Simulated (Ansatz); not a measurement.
# Ba2TeS: the band gap up the ladder of functionals

One table from this session's results is given with a row withheld; the runs are named, their logs left out.

The runs shown are made with Ansatz 0.2.0. PAW datasets, plane waves. Note: simulated data, non-magnetic, for a generated structure that need not be the stable one.

## The structure to begin with

The cell was relaxed beforehand with r2SCAN.

It is trigonal, R-3m (No. 166); a = 4.751 Å, c = 23.468 Å in the conventional setting, 38.23 Å³ an atom. Near S stand 6 Ba at 3.27 Å; near Te stand 6 Ba at 3.47 Å; near Ba stand 3 S at 3.27 Å and 3 Te at 3.47 Å.

Structure file:

```
S Te Ba
1.0
     2.37562    1.37156    7.82254
    -2.37562    1.37156    7.82254
     0.00000   -2.74312    7.82254
S Te Ba
1 1 2
Direct
  0.00000 0.00000 0.00000
  0.50000 0.50000 0.50000
  0.25754 0.25754 0.25754
  0.74246 0.74246 0.74246
```

Set-up of the first run:

input.yaml reads:

```yaml
crystal:
  lattice:
    - [2.3756158006, 1.371562422, 7.8225415467]
    - [-2.3756158006, 1.371562422, 7.8225415467]
    - [0.0, -2.743124844, 7.8225415467]
  atoms:
    - { symbol: S, position: [1.0, 0.0, 0.0] }
    - { symbol: Te, position: [0.5, 0.5, 0.5] }
    - { symbol: Ba, position: [0.2575375651, 0.2575375651, 0.2575375651] }
    - { symbol: Ba, position: [0.7424624349, 0.7424624349, 0.7424624349] }
kpoints:
  mp_grid: { grid: [6, 6, 6] }
  band_path:
    path:
      - [[0.0, 0.0, 0.0], [0.5, 0.5, 0.5], [0.8128385118544, 0.1871614881456, 0.5]]
      - [[0.5, -0.1871614881456, 0.1871614881456], [0.5, -7.789289071178e-17, -1.454574609943e-16], [0.0, 0.0, 0.0], [0.3435807440728, -0.3435807440728, -3.133459901596e-18]]
      - [[0.6564192559272, -4.918943120044e-17, 0.3435807440728], [0.5, -2.507040917651e-17, 0.5], [0.0, 0.0, 0.0]]
    npoints: 10
hamiltonian:
  xc: pbe
scf:
  occupations: { method: fermi_dirac, width: 0.02 }
  n_extra_bands: 5
output:
  forces: true
  stress: true
  eigenvalues: true
```

Run with:

```sh
> ansatz run input.yaml --threads 2 --pin off --max-ram 2211MiB --backend cpu --events-out ev --progress --plain --runs-dir out
```

Among the steps run: PBE band path; r2SCAN at the same geometry; HSE06 at the same geometry; PBE+SOC at the same geometry; Quasiparticle levels, G0W0@PBE; PBE0.

One table of the session follows, with a row left open; its other results are not shown here.

| level | gap (eV) |
| --- | --- |
| PBE | 1.64 |
| r2SCAN | 1.97 |
| HSE06 | 2.37 |
| PBE+SOC | 1.42 |
| G0W0@PBE (456 empty bands) | ? |
| PBE0 | 3.03 |

Estimate the missing values for G0W0@PBE (456 empty bands).

As computed: gap (eV): 2.71. In the column «gap (eV)» it lies between HSE06 (2.37) and PBE0 (3.03).

Meshes: PBE 6×6×6, r2SCAN 6×6×6, HSE06 4×4×4, PBE+SOC 6×6×6, PBE0 4×4×4

What this shows: The gap runs from 1.42 eV (PBE+SOC) to 3.03 eV (PBE0). PBE reaches 61 % of the G0W0@PBE value, and r2SCAN 72 %. PBE0 lies 0.67 eV above HSE06, which differs from it by screening the long-range exchange. No extrapolation in bands, cutoff or mesh was made for G0W0.

Limits of these values: Warnings in the runs' records: stress exchange threshold loose, stress scf threshold loose.
